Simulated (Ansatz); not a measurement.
# CH5BClNO (SMILES NB(Cl)CO): RPA@PBE/6-31G(d) (spherical functions)

What is the vertical ionisation energy of CH5BClNO at RPA@PBE/6-31G* (spherical functions)? 

The results are computed with Ansatz 0.2.0.

141 further runs of the same task are left out: 141 set aside as unsound or not needed.

### Step 1. The molecule

CH5BClNO has 10 atoms, charge 0, and is taken as a singlet. As SMILES, `NB(Cl)CO`. Geometry: relaxed at PBE0-D4/def2-TZVP. This is a higher conformer, about 10 kJ/mol above the lowest found by a separate search.

Bond lengths: N1–B2 1.386 Å, B2–Cl3 1.784 Å, B2–C4 1.577 Å, C4–O5 1.413 Å, N1–H6 1.005 Å, N1–H7 1.006 Å, C4–H8 1.096 Å, C4–H9 1.105 Å, O5–H10 0.962 Å. Some angles: N1–B2–Cl3 118.3°, N1–B2–C4 123.5°, Cl3–B2–C4 118.2°, B2–C4–O5 116.0°, B2–N1–H6 123.2°, B2–N1–H7 122.4°, B2–C4–H8 109.8°, B2–C4–H9 107.4°, O5–C4–H8 107.3°, O5–C4–H9 110.4°.

### Step 2. A single-point energy at RPA@PBE/6-31G(d) (spherical functions)

job.yaml reads:

```yaml
crystal:
  periodic: [false, false, false]
  atoms:
    - {symbol: "N", position_ang: [-1.481300, 0.770100, 0.263800]}
    - {symbol: B, position_ang: [-0.131200, 0.458300, 0.272600]}
    - {symbol: Cl, position_ang: [0.978400, 1.531400, 1.166200]}
    - {symbol: C, position_ang: [0.484800, -0.764800, -0.509200]}
    - {symbol: O, position_ang: [1.724500, -1.243900, -0.030200]}
    - {symbol: H, position_ang: [-1.860400, 1.585400, 0.713900]}
    - {symbol: H, position_ang: [-2.164100, 0.196600, -0.201200]}
    - {symbol: H, position_ang: [-0.217400, -1.606600, -0.495200]}
    - {symbol: H, position_ang: [0.570000, -0.469000, -1.570200]}
    - {symbol: H, position_ang: [2.179800, -0.508700, 0.392200]}
basis:
  gaussian: {orbitals: 6-31G_st_-spherical.json}
hamiltonian: {xc: pbe}
correlation: {method: rpa, frozen_orbitals: {B: 1, C: 1, Cl: 5, H: 0, "N": 1, O: 1}}
accuracy: high
```

The basis set 6-31G* is read from a file made from the Basis Set Exchange's data (not shown).

On the command line:

```bash
$ ansatz run job.yaml --threads 1 --pin off --max-ram 3480MiB --events-out events.jsonl --progress --plain --runs-dir runs
```

Standard output:

```text
Warning: RAYON_NUM_THREADS=1 ignored (pool sized by the plan → 1); use --threads N
Functional definition: PBE
  name "PBE"
  parameter kappa = 0.804
  parameter beta = 0.06672455060314922
  exchange = pbe_x(kappa = kappa, mu = beta*pi^2/3)
  correlation = pbe_c(beta = beta)
1985 factors; integrals over basis functions are off by at most 4.5e-9 eV
mean field evaluation 1: about -17833.6001 eV, gradient 7.2e1 eV
mean field evaluation 2: about -17833.5872 eV, gradient 7.2e1 eV
mean field evaluation 4: about -17843.1393 eV, gradient 1.8e1 eV
mean field evaluation 8: about -17844.0145 eV, gradient 4.1e-1 eV
mean field evaluation 16: about -17844.0141 eV, gradient 9.4e-5 eV
mean field -17844.01413972 eV, -655.7554245273 hartree, gradient 3.4e-8 eV, S^2 0.000000; 0 other end points of the search recorded, 0 dependent functions left out
9 core orbitals not correlated: weight in the atoms' cores, before any rotation towards them, 1.000 or more for the frozen orbitals, at most 0.000 for the correlated occupied ones
reference -17804.31696267 eV, -654.2965801787 hartree; 15, 15 occupied and 60, 60 virtual orbitals, 1985 factors
Total energy: -17832.94780558 eV, -655.3487442489 hartree
```

It took 9.9 s on 1 thread of Arm Neoverse V2, shared host; peak memory 0.31 GiB.

### Step 3. The doublet cation at the same level

molecule.yaml reads:

```yaml
crystal:
  periodic: [false, false, false]
  atoms:
    - symbol: "N"
      position_ang: [-1.481300, 0.770100, 0.263800]
    - symbol: B
      position_ang: [-0.131200, 0.458300, 0.272600]
    - symbol: Cl
      position_ang: [0.978400, 1.531400, 1.166200]
    - symbol: C
      position_ang: [0.484800, -0.764800, -0.509200]
    - symbol: O
      position_ang: [1.724500, -1.243900, -0.030200]
    - symbol: H
      position_ang: [-1.860400, 1.585400, 0.713900]
    - symbol: H
      position_ang: [-2.164100, 0.196600, -0.201200]
    - symbol: H
      position_ang: [-0.217400, -1.606600, -0.495200]
    - symbol: H
      position_ang: [0.570000, -0.469000, -1.570200]
    - symbol: H
      position_ang: [2.179800, -0.508700, 0.392200]
basis:
  gaussian: {orbitals: 6-31G_st_-spherical.json}
total_charge: 1
magnetization: {spin_polarized: true, initial_magnetization: 1}
hamiltonian: {xc: pbe}
correlation: {method: rpa, frozen_orbitals: {B: 1, C: 1, Cl: 5, H: 0, "N": 1, O: 1}}
accuracy: high
```

The basis set 6-31G* is read from a file made from the Basis Set Exchange's data (not shown).

On the command line:

```bash
$ ansatz run molecule.yaml --threads 1 --pin off --max-ram 3480MiB --events-out events.jsonl --progress --plain --runs-dir runs
```

Standard output (excerpt; [...] marks lines left out):

```text
Warning: RAYON_NUM_THREADS=1 ignored (pool sized by the plan → 1); use --threads N
Functional definition: PBE
  name "PBE"
[...]
1983 factors; integrals over basis functions are off by at most 4.5e-9 eV
[...]
mean field -17834.88883880 eV, -655.4200759039 hartree, gradient 6.3e-8 eV, S^2 0.752765; 8 other end points of the search recorded, 0 dependent functions left out
9 core orbitals not correlated: weight in the atoms' cores, before any rotation towards them, 1.000 or more for the frozen orbitals, at most 0.000 for the correlated occupied ones
reference -17793.79679422 eV, -653.9099711189 hartree; 15, 14 occupied and 60, 61 virtual orbitals, 1983 factors
Total energy: -17823.72142667 eV, -655.0096810778 hartree
```

Wall time 31 s (1 thread of Arm Neoverse V2, shared host); peak memory 0.42 GiB.

### Step 4. Summary of results

Level: RPA@PBE/6-31G* (spherical functions), 9 core orbitals frozen.

| quantity | value |
| --- | --- |
| singlet CH5BClNO: total energy | -655.34874 Eh |
| singlet CH5BClNO: RPA correlation energy (valence) | -1052.2 mEh |
| doublet cation: total energy | -655.00968 Eh |
| doublet cation: RPA correlation energy (valence) | -1099.7 mEh |
| doublet cation: ⟨S²⟩ of the reference determinant | 0.753 |
| vertical ionisation energy (to the doublet cation) | 9.226 eV |

What this shows: The vertical ionisation energy comes to 9.23 eV (890 kJ/mol).
